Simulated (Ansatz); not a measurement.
**CH₄AlO₂ radical: one species, many methods**

An exercise on one series of results from a longer session: the logs are not shown, and one member is left open.

Program: Ansatz 0.2.0, Gaussian basis. Level of theory: functionals in def2-TZVPP, the program's frozen cores in correlated methods. These are calculated values, not measurements.

Plan: LDA (SPW92), PBE-D4, revPBE-D4, BLYP-D4, r2SCAN-D4, B97M-V, PBE0-D4, B3LYP-D4, r2SCANh-D4, r2SCAN0-D4, HSE06-D4, BHLYP-D4, CAM-B3LYP-D4, LC-ωPBE, ωB97X-V, ωB97M-V, B2PLYP, PBE-QIDH; CCSD(T)/def2-SVP; CCSD(T)/def2-TZVPP; MP2/def2-QZVPP; extrapolation to the limit; RPA on PBE.

## Structure used throughout

The geometry comes from an earlier relaxation with PBE0-D4 in a triple-zeta def2 set; it is a stationary point, not always the lowest conformer.

SMILES `C[O][Al][OH]`, 8 atoms, charge 0, spin multiplicity 2.

Atoms are counted from 1 here; the program's logs count them from 0.

Bond lengths: C1–O2 1.394 Å, C1–H5 1.097 Å, C1–H6 1.095 Å, C1–H7 1.095 Å, O2–Al3 1.683 Å, Al3–O4 1.701 Å, O4–H8 0.956 Å. Angles: O2–C1–H5 112.7°, O2–C1–H6 110.1°, O2–C1–H7 110.0°, H5–C1–H6 108.0°, H5–C1–H7 108.0°, H6–C1–H7 107.9°, C1–O2–Al3 139.7°, O2–Al3–O4 116.5°, Al3–O4–H8 121.5°.

The first run:

File in.yaml:

```yaml
crystal:
  periodic: [false, false, false]
  atoms:
    - {symbol: C, position_ang: [0.292691, 1.365887, -0.669862]}
    - {symbol: O, position_ang: [-0.035757, 0.282493, 0.144262]}
    - {symbol: Al, position_ang: [-0.062594, -1.399627, 0.093014]}
    - {symbol: O, position_ang: [-0.601919, -2.191896, 1.497889]}
    - {symbol: H, position_ang: [0.661242, 1.058258, -1.655942]}
    - {symbol: H, position_ang: [-0.585387, 2.002415, -0.820772]}
    - {symbol: H, position_ang: [1.070022, 1.971543, -0.192548]}
    - {symbol: H, position_ang: [-0.646299, -3.145973, 1.548160]}
basis:
  gaussian: {orbitals: def2-TZVPP}
magnetization: {spin_polarized: true, initial_magnetization: 1}
hamiltonian: {xc: lda}
output: {orbitals: {seedname: orbitals}}
```

Among the steps run: LDA; PBE-D4 (GGA); revPBE-D4 (GGA); BLYP-D4 (GGA); r2SCAN-D4 (meta-GGA); B97M-V (meta-GGA); PBE0-D4 (hybrid); B3LYP-D4 (hybrid); r2SCANh-D4 (hybrid); r2SCAN0-D4 (hybrid); HSE06-D4 (hybrid); BHLYP-D4 (hybrid); CAM-B3LYP-D4 (range-separated); LC-ωPBE-D4 (range-separated; the results give it without D4); ωB97X-V (range-separated); ωB97M-V (range-separated); B2PLYP (double hybrid); PBE-QIDH (double hybrid).

One table of the session follows, with a row left open; its other results are not shown here.

It belongs to the step «Orbital energies across the functionals». 

| functional | HOMO (eV) | LUMO (eV) | gap (eV) |
| --- | --- | --- | --- |
| LDA (SPW92) | -4.77 | -3.61 | 1.16 |
| PBE-D4 | -4.75 | -3.25 | 1.50 |
| revPBE-D4 | -4.72 | -3.09 | 1.62 |
| BLYP-D4 | -4.56 | -3.29 | 1.27 |
| r2SCAN-D4 | -5.04 | -2.79 | 2.25 |
| B97M-V | -4.70 | -3.70 | 0.99 |
| PBE0-D4 | -5.84 | -2.41 | 3.43 |
| B3LYP-D4 | -5.59 | -2.80 | 2.78 |
| r2SCANh-D4 | -5.44 | -2.56 | 2.88 |
| r2SCAN0-D4 | -6.03 | -2.23 | 3.81 |
| HSE06-D4 | ? | ? | ? |
| BHLYP-D4 | -6.74 | -1.77 | 4.97 |
| CAM-B3LYP-D4 | -7.04 | -1.65 | 5.39 |
| LC-ωPBE | -8.38 | -0.24 | 8.14 |
| ωB97X-V | -7.92 | -0.73 | 7.19 |
| ωB97M-V | -7.52 | -0.95 | 6.57 |

**Question.** Estimate the row for HSE06-D4.

**Answer.** HOMO (eV): -5.44; LUMO (eV): -2.79; gap (eV): 2.65.
